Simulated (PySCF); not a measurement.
# CH4Cl2SeSi (SMILES C[Se][SiH](Cl)Cl) at 5 levels

We compute a comparison of 5 runs (HF/3-21G, HF/aug-cc-pVDZ, B2PLYP/6-31G*, PBE0/def2-SVP, MP2/aug-cc-pVDZ) of CH4Cl2SeSi. 

The results are computed with PySCF 2.14.0.

### 1 The structure to begin with

CH4Cl2SeSi has 9 atoms, charge 0, and is taken as a singlet. As SMILES, `C[Se][SiH](Cl)Cl`. The coordinates come from a PBE0-D4/def2-TZVP relaxation. This is one conformer, not always the lowest.

Bond lengths: C1–Se2 1.960 Å, Se2–Si3 2.244 Å, Si3–Cl4 2.049 Å, Si3–Cl5 2.039 Å, C1–H6 1.087 Å, C1–H7 1.088 Å, C1–H8 1.088 Å, Si3–H9 1.477 Å. Some angles: C1–Se2–Si3 95.8°, Se2–Si3–Cl4 111.7°, Se2–Si3–Cl5 107.1°, Cl4–Si3–Cl5 109.9°, Se2–C1–H6 110.0°, Se2–C1–H7 105.9°, Se2–C1–H8 110.5°, Se2–Si3–H9 113.2°, Cl4–Si3–H9 105.9°, Cl5–Si3–H9 109.0°.

### 2 Energy and gradient at HF/3-21G (run 1)

job.py

```python
import pyscf.grad
from pyscf import gto

molecule = gto.Mole()
molecule.atom = '''
C       -1.531100      -0.503000      -0.281900
Se       0.181500      -1.446600      -0.147300
Si       1.402700       0.370800       0.343400
Cl       1.237600       1.810300      -1.106000
Cl       3.343300      -0.234300       0.501200
H       -1.493500       0.220500      -1.092900
H       -2.274900      -1.266600      -0.501100
H       -1.774500      -0.018100       0.661200
H        0.997400       1.020700       1.606100
'''
molecule.verbose = 4
molecule.basis = '3-21g'
molecule.max_memory = 1860
molecule.build()

mf = molecule.RHF()
mf.conv_tol = 1e-10
mf.kernel()
if not mf.converged:
    mf = mf.newton().run(mf.mo_coeff, mf.mo_occ)

e_final = mf.e_tot
print('Final energy', e_final)
grad = mf.Gradients().kernel()
mf.analyze()
```

On the command line:

```bash
OMP_NUM_THREADS=1 python job.py
```

The program printed:

```text
PySCF version 2.14.0

[... 87 lines left out ...]
MO #3   energy= -104.121352346247  occ= 2
[... 14 lines left out ...]
MO #18  energy= -7.97630081489408  occ= 2
[... 14 lines left out ...]
MO #33  energy= -1.04193338314416  occ= 2
[... 14 lines left out ...]
MO #48  energy= 0.122234295247971  occ= 0
[... 14 lines left out ...]
MO #63  energy= 0.764095064276912  occ= 0
[... 14 lines left out ...]
MO #78  energy= 1.91981164438369   occ= 0
[... 90 lines left out ...]
Dipole moment(X, Y, Z, Debye): -3.45862, -0.15980,  1.34876
```

It took 3.9 s on 1 thread of Arm Neoverse V2, shared host; peak memory 0.16 GiB.

### 3 Energy and forces at HF/aug-cc-pVDZ (run 2)

geometry.xyz

```xyz
9

C     -1.531100    -0.503000    -0.281900
Se     0.181500    -1.446600    -0.147300
Si     1.402700     0.370800     0.343400
Cl     1.237600     1.810300    -1.106000
Cl     3.343300    -0.234300     0.501200
H     -1.493500     0.220500    -1.092900
H     -2.274900    -1.266600    -0.501100
H     -1.774500    -0.018100     0.661200
H      0.997400     1.020700     1.606100
```

input.py

```python
import pyscf.grad
from pyscf import gto

mol = gto.M(
    atom='geometry.xyz',
    basis='aug-cc-pvdz',
    max_memory=1860,
    charge=0,
    spin=0,
    verbose=4,
)

mf = mol.RHF()
mf.conv_tol = 1e-10
mf.kernel()
if not mf.converged:
    mf = mf.newton().run(mf.mo_coeff, mf.mo_occ)

e_tot = mf.e_tot
print('E = %.10f Eh' % e_tot)
grad = mf.Gradients().kernel()
mf.analyze()
```

On the command line:

```bash
OMP_NUM_THREADS=1 python input.py
```

The program printed:

```text
PySCF version 2.14.0

[... 107 lines left out ...]
MO #21  energy= -6.65473955512118  occ= 2
[... 30 lines left out ...]
MO #52  energy= 0.0724397786929467 occ= 0
[... 30 lines left out ...]
MO #83  energy= 0.391465606872224  occ= 0
[... 30 lines left out ...]
MO #114 energy= 0.745975799111679  occ= 0
[... 30 lines left out ...]
MO #145 energy= 1.43800814713654   occ= 0
[... 30 lines left out ...]
MO #176 energy= 2.98007761850795   occ= 0
[... 188 lines left out ...]
Dipole moment(X, Y, Z, Debye): -2.44936,  0.24183,  0.61526
```

Wall time 67 s (1 thread of Arm Neoverse V2, shared host); peak memory 1 GiB.

Runs 3 to 4 aren't shown in full; the table further down has their settings and results.

### 4 Energy and forces at MP2/aug-cc-pVDZ (run 5)

job.py

```python
from pyscf import gto, mp

mol = gto.Mole()
mol.atom = '''
C       -1.531100      -0.503000      -0.281900
Se       0.181500      -1.446600      -0.147300
Si       1.402700       0.370800       0.343400
Cl       1.237600       1.810300      -1.106000
Cl       3.343300      -0.234300       0.501200
H       -1.493500       0.220500      -1.092900
H       -2.274900      -1.266600      -0.501100
H       -1.774500      -0.018100       0.661200
H        0.997400       1.020700       1.606100
'''
mol.basis = 'aug-cc-pvdz'
mol.max_memory = 1860
mol.spin = 0
mol.verbose = 3
mol.build()

mf = mol.RHF()
mf.conv_tol = 1e-10
mf.kernel()
if not mf.converged:
    mf = mf.newton().run(mf.mo_coeff, mf.mo_occ)

pt = mp.MP2(mf, frozen=25).run()
e_tot = pt.e_tot
print('E = %.10f Eh' % e_tot)
grad = pt.nuc_grad_method().kernel()
mf.analyze()
```

On the command line:

```bash
OMP_NUM_THREADS=1 python job.py
```

The program printed:

```text
converged SCF energy = -3648.08905668507
[... 37 lines left out ...]
MO #26  energy= -2.64670753841119  occ= 2
[... 29 lines left out ...]
MO #56  energy= 0.116157739049849  occ= 0
[... 29 lines left out ...]
MO #86  energy= 0.420077339291512  occ= 0
[... 29 lines left out ...]
MO #116 energy= 0.771940039432242  occ= 0
[... 29 lines left out ...]
MO #146 energy= 1.4591785138615    occ= 0
[... 29 lines left out ...]
MO #176 energy= 2.98007761850795   occ= 0
[... 10 lines left out ...]
Dipole moment(X, Y, Z, Debye): -2.44936,  0.24183,  0.61526
```

Run time: 2.2 min. Hardware: 1 thread of Arm Neoverse V2, shared host; peak memory 2.5 GiB.

### 5 All runs side by side

```
run                                level      task  frozen core orbitals   energy (Eh)  dipole moment (D) of the reference  HOMO energy (eV)  LUMO energy (eV)  wall time
  1                             HF/3-21G  gradient                     –  -3630.537603                                3.72            -10.00              2.68      3.9 s
  2                       HF/aug-cc-pVDZ  gradient                     –  -3648.089057                                2.54             -9.67              0.89       67 s
  3  B2PLYP/6-31G* (spherical functions)    energy                    25  -3650.853743                                2.71             -8.02              0.80       35 s
  4                        PBE0/def2-SVP  gradient                     –  -3650.626544                                2.22             -7.02             -0.32       55 s
  5                      MP2/aug-cc-pVDZ  gradient                    25  -3648.775207                                2.54             -9.67              0.89    2.2 min
```

### 6 Outcome

| quantity | value |
| --- | --- |
| run 5: total energy | -3648.77521 Eh |
| run 5: dipole moment (Hartree–Fock density) | 2.54 D |
| run 5: HOMO energy (Hartree–Fock orbitals) | -9.67 eV |
| run 5: LUMO energy (Hartree–Fock orbitals) | 0.89 eV |
| run 5: HOMO–LUMO gap (Hartree–Fock orbitals) | 10.56 eV |
| run 5: correlation energy (25 core orbitals frozen) | -686.2 mEh |
| run 5: largest force on an atom | 0.833 eV/Å |

In words: Over runs 1, 2, 3, 4 the dipole moment (its size) runs from 2.22 D (PBE0/def2-SVP) to 3.72 D (HF/3-21G). The two ends differ in method and basis. Over runs 1, 2, 3, 4 the HOMO–LUMO gap runs from 6.70 eV (PBE0/def2-SVP) to 12.68 eV (HF/3-21G). Totals of different functionals can't be ranked against each other. All runs together took 4.9 min, the longest 2.2 min.
